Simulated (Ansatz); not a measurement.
# H₅InO₃Si: up Jacob's ladder to CCSD(T)

Aim: compute H₅InO₃Si with functionals from several rungs and with coupled cluster. The yardstick is the atomisation energy at the CCSD(T) limit.

Computed with Ansatz 0.2.0, Gaussian basis. Level: functionals in def2-TZVPP, the program's frozen cores in correlated methods.

Plan: LDA (SPW92), PBE-D4, revPBE-D4, BLYP-D4, r2SCAN-D4, B97M-V, PBE0-D4, B3LYP-D4, r2SCANh-D4, r2SCAN0-D4, HSE06-D4, BHLYP-D4, CAM-B3LYP-D4, LC-ωPBE, ωB97X-V, ωB97M-V, B2PLYP, PBE-QIDH; CCSD(T)/def2-SVP; CCSD(T)/def2-TZVPP; MP2/def2-QZVPP; extrapolation to the limit; RPA on PBE.

### Step 1. The geometry

The geometry comes from an earlier relaxation with PBE0-D4 in a triple-zeta def2 set; it is a stationary point, not always the lowest conformer. In takes the def2 core potential; no spin-orbit term is included.

10 atoms, charge 0, spin multiplicity 1.

Atoms are counted from 1 here; the program's logs count them from 0.

Bond lengths: O1–In2 1.973 Å, O1–H6 0.961 Å, In2–O3 1.960 Å, In2–O4 1.969 Å, O3–H7 0.961 Å, O4–Si5 1.629 Å, Si5–H8 1.497 Å, Si5–H9 1.488 Å, Si5–H10 1.488 Å. Angles: In2–O1–H6 111.7°, O1–In2–O3 123.1°, O1–In2–O4 119.0°, O3–In2–O4 117.9°, In2–O3–H7 111.7°, In2–O4–Si5 134.0°, O4–Si5–H8 111.0°, O4–Si5–H9 110.6°, O4–Si5–H10 110.6°, H8–Si5–H9 107.8°, H8–Si5–H10 107.8°, H9–Si5–H10 109.0°.

### Step 2. LDA

This LDA is Slater exchange with PW92 correlation.

The input, in.yaml:

```yaml
crystal:
  periodic: [false, false, false]
  atoms:
    - {symbol: O, position_ang: [-1.056423, 0.733843, 1.960806]}
    - {symbol: In, position_ang: [0.601816, 0.011645, 1.171422]}
    - {symbol: O, position_ang: [2.218010, -0.344967, 2.220422]}
    - {symbol: O, position_ang: [0.652134, -0.374482, -0.758377]}
    - {symbol: Si, position_ang: [-0.425615, -0.224739, -1.970235]}
    - {symbol: H, position_ang: [-1.745884, 0.845573, 1.300085]}
    - {symbol: H, position_ang: [2.095266, -0.126097, 3.148185]}
    - {symbol: H, position_ang: [-1.725619, 0.321319, -1.466317]}
    - {symbol: H, position_ang: [0.085094, 0.705561, -3.012710]}
    - {symbol: H, position_ang: [-0.698780, -1.547645, -2.593292]}
basis:
  gaussian: {orbitals: def2-TZVPP}
hamiltonian: {xc: lda}
output: {orbitals: {seedname: orbitals}}
```

Started as:

```bash
$ ansatz run in.yaml --threads 4 --pin off --events-out ev --progress --plain --max-ram 10444MiB
```

After this run come: PBE-D4 (GGA); revPBE-D4 (GGA); BLYP-D4 (GGA); r2SCAN-D4 (meta-GGA); B97M-V (meta-GGA); PBE0-D4 (hybrid); B3LYP-D4 (hybrid); r2SCANh-D4 (hybrid); r2SCAN0-D4 (hybrid); HSE06-D4 (hybrid); BHLYP-D4 (hybrid); CAM-B3LYP-D4 (range-separated); LC-ωPBE (range-separated); ωB97X-V (range-separated); ωB97M-V (range-separated); B2PLYP (double hybrid); PBE-QIDH (double hybrid); CCSD(T) in def2-SVP; CCSD(T) in def2-TZVPP; MP2 in def2-QZVPP; RPA on PBE orbitals.

Before running them: what should the planned runs give, taken together? Wanted: atomisation energy, CCSD(T)/CBS; farthest beyond LDA; mean size of error, GGA; mean size of error, meta-GGA; mean size of error, hybrid; mean size of error, range-separated; mean size of error, double hybrid; gap, smallest and largest; T1 diagnostic.

The runs gave:

| quantity | value |
| --- | --- |
| atomisation energy, CCSD(T)/CBS | 3317.3 kJ/mol |
| functionals within 33.2 kJ/mol (1.0 %) | PBE-D4, ωB97X-V |
| farthest beyond LDA | BHLYP-D4 (-213.0 kJ/mol) |
| mean size of error, GGA | 75.5 kJ/mol |
| mean size of error, meta-GGA | 51.0 kJ/mol |
| mean size of error, hybrid | 128.4 kJ/mol |
| mean size of error, range-separated | 46.2 kJ/mol |
| mean size of error, double hybrid | 104.0 kJ/mol |
| gap, smallest and largest | 3.78 eV (LDA (SPW92)), 11.47 eV (LC-ωPBE) |
| T1 diagnostic | 0.0165 |
| triples share of the correlation energy | 3.4 % |

What this shows: The LDA atomisation energy is off by 449.4 kJ/mol (14 %): it overbinds. PBE-D4 is off by -28.1 kJ/mol. Double hybrids carry the basis error of their MP2 part in triple zeta, and no dispersion term here, so their miss is partly the set-up's. Taken by rung, range-separated functionals do best (46.2 kJ/mol on average) and hybrid ones worst beyond LDA (128.4 kJ/mol). The gap between the best rungs is small, so their order is not settled. The mean of the hybrids holds BHLYP, with half exact exchange. The reference freezes the cores and leaves out spin-orbit coupling and excitations past (T), and its outer-core shells are covered unevenly, so misses under about 33.2 kJ/mol can't be ranked. All levels share the lack of spin-orbit coupling, which lowers the free heavy atoms and so the true binding. Hartree-Fock recovers 67 % of the binding; the rest is correlation. CCSD(T) in def2-SVP is off by -322.4 kJ/mol, so the small basis spoils what the method gains. The gap grows from 3.8 to 11.5 eV across the functionals, mostly with the share of exact exchange. Correlated methods include outer-core shells of In, which these sets cover unevenly.
